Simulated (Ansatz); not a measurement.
**GeIF3: a ladder of functionals and wavefunction methods**

One table from this session's results is given with a row withheld; the runs are named, their logs left out.

Computed with Ansatz 0.2.0, Gaussian basis. Level: functionals in def2-TZVPP, the program's frozen cores in correlated methods.

The runs, in order: LDA (SPW92), PBE-D4, revPBE-D4, BLYP-D4, r2SCAN-D4, B97M-V, PBE0-D4, B3LYP-D4, r2SCANh-D4, r2SCAN0-D4, HSE06-D4, BHLYP-D4, CAM-B3LYP-D4, LC-ωPBE, ωB97X-V, ωB97M-V, B2PLYP, PBE-QIDH; CCSD(T)/def2-SVP; CCSD(T)/def2-TZVPP; MP2/def2-QZVPP; extrapolation to the limit; RPA on PBE.

### The relaxed structure

The geometry comes from an earlier relaxation with PBE0-D4 in a triple-zeta def2 set; it is a stationary point. I takes the def2 core potential; no spin-orbit term is included.

SMILES `[F][Ge]([F])([F])[I]`, 5 atoms, charge 0, spin multiplicity 1.

Atoms are counted from 1 here; the program's logs count them from 0.

Bond lengths: F1–Ge2 1.705 Å, Ge2–F3 1.705 Å, Ge2–F4 1.705 Å, Ge2–I5 2.443 Å. Angles: F1–Ge2–F3 106.5°, F1–Ge2–F4 106.5°, F1–Ge2–I5 112.3°, F3–Ge2–F4 106.5°, F3–Ge2–I5 112.3°, F4–Ge2–I5 112.3°.

Set-up of the first run:

File in.yaml:

```yaml
crystal:
  periodic: [false, false, false]
  atoms:
    - {symbol: F, position_ang: [0.579950, -0.170686, 1.634212]}
    - {symbol: Ge, position_ang: [0.020284, -0.108496, 0.024839]}
    - {symbol: F, position_ang: [-1.449427, -0.972161, -0.009819]}
    - {symbol: F, position_ang: [1.130359, -1.005363, -0.908185]}
    - {symbol: I, position_ang: [-0.231264, 2.183106, -0.782447]}
basis:
  gaussian: {orbitals: def2-TZVPP}
hamiltonian: {xc: lda}
output: {orbitals: {seedname: orbitals}}
```

The run is started by

```console
> ansatz run in.yaml --threads 4 --pin off --events-out ev --progress --plain --max-ram 10444MiB
```

Among the steps run: LDA; PBE-D4 (GGA); revPBE-D4 (GGA); BLYP-D4 (GGA); r2SCAN-D4 (meta-GGA); B97M-V (meta-GGA); B3LYP-D4 (hybrid); r2SCANh-D4 (hybrid); r2SCAN0-D4 (hybrid); HSE06-D4 (hybrid); BHLYP-D4 (hybrid); CAM-B3LYP-D4 (range-separated); LC-ωPBE (range-separated); ωB97X-V (range-separated); ωB97M-V (range-separated); B2PLYP (double hybrid); PBE-QIDH (double hybrid).

One of the session's tables, all rows but one given; the rest of the session is left out.

It belongs to the step «Orbital energies across the functionals». 

```
  functional  HOMO (eV)  LUMO (eV)  gap (eV)
 LDA (SPW92)      -7.91      -3.64      4.27
      PBE-D4      -7.71      -3.28      4.43
   revPBE-D4      -7.64      -3.15      4.50
     BLYP-D4      -7.53      -3.24      4.29
   r2SCAN-D4      -8.06      -3.04      5.01
      B97M-V      -8.03      -2.91      5.12
     PBE0-D4      -8.95      -2.35      6.59
    B3LYP-D4      -8.68      -2.68      6.01
  r2SCANh-D4      -8.50      -2.71      5.79
  r2SCAN0-D4      -9.17      -2.22      6.96
    HSE06-D4          ?          ?         ?
    BHLYP-D4      -9.99      -1.39      8.60
CAM-B3LYP-D4     -10.23      -1.37      8.87
     LC-ωPBE     -11.59      -0.09     11.50
     ωB97X-V     -11.23      -0.17     11.07
     ωB97M-V     -11.11      -0.32     10.78
```

**Question.** Estimate the row for HSE06-D4.

As computed: HOMO (eV): -8.55; LUMO (eV): -2.72; gap (eV): 5.83. In the column «HOMO (eV)» it lies between B3LYP-D4 (-8.68) and r2SCANh-D4 (-8.50).
